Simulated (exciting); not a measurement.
Write the native input for exciting (release sodium) that does the following.

| Quantity | Value |
| --- | --- |
| Task | single point |
| Functional | PBEsol |
| Potentials or basis | all-electron LAPW+lo, shipped species files, valence relativity iora* |
| rgkmax | 8.6 |
| k mesh | 8 × 8 × 7 |
| Occupations | fermi-dirac, width 0.05 eV |
| Spin | no spin polarisation |
| gmaxvr (cutoff of density and potential) | 14 1/bohr |
| lmaxapw (and lmaxmat) | 10 |
| lmaxvr | 8 |
| nempty | 16 |
| Valence relativity | iora* |
| epsengy | 1e-05 Ha |
| epspot | 1e-05 Ha |
| maxscl | 60 |
| Muffin-tin radii | Sc 2.0, Si 1.91 bohr |

Crystal: ScSi2.

```
Sc Si
1.0
     3.66000    0.00000    0.00000
    -1.83000    3.16965    0.00000
     0.00000    0.00000    3.87000
Sc Si
1 2
Direct
  0.00000 0.00000 0.00000
  0.66667 0.33333 0.50000
  0.33333 0.66667 0.50000
```

The input as run:

input.xml

```xml
<input>
  <title>ScSi2</title>
  <structure speciespath="./" tshift="false">
    <crystal scale="1">
      <basevect>6.916397616130 0.000000000000 0.000000000000</basevect>
      <basevect>-3.458198808065 5.989776038335 0.000000000000</basevect>
      <basevect>0.000000000000 0.000000000000 7.313240102302</basevect>
    </crystal>
    <species speciesfile="Sc.xml" rmt="2">
      <atom coord="0.000000000000 0.000000000000 0.000000000000"/>
    </species>
    <species speciesfile="Si.xml" rmt="1.91">
      <atom coord="0.666666666700 0.333333333300 0.500000000000"/>
      <atom coord="0.333333333300 0.666666666700 0.500000000000"/>
    </species>
  </structure>
  <groundstate do="fromscratch" ngridk="8 8 7" rgkmax="8.6" gmaxvr="14" lmaxapw="10" lmaxmat="10" lmaxvr="8" xctype="GGA_PBE_SOL" stype="Fermi Dirac" swidth="0.00183747" nempty="16" ValenceRelativity="iora*" epsengy="1e-05" epspot="1e-05" maxscl="60" tforce="true" outputlevel="normal"/>
</input>
```

Potentials or basis: all-electron LAPW+lo, shipped species files, valence relativity iora*.

The run is started by

```sh
$ OMP_NUM_THREADS=1 exciting_smp
```

Results of the run:

```yaml
Band_gap_on_the_k_mesh: none (metal or under the smearing width)
All_electrons_inside_the_program's_atomic_spheres: Sc 18.53; Si 11.75 (radii Sc 2.0, Si 1.91 bohr)
```

Caveat: the log's total energy holds no entropy term; the free energy is that total less TS from the occupations.

Run time: 3.5 min on 1 thread of Arm Neoverse V2, on a shared host, peak memory 0.16 GiB.
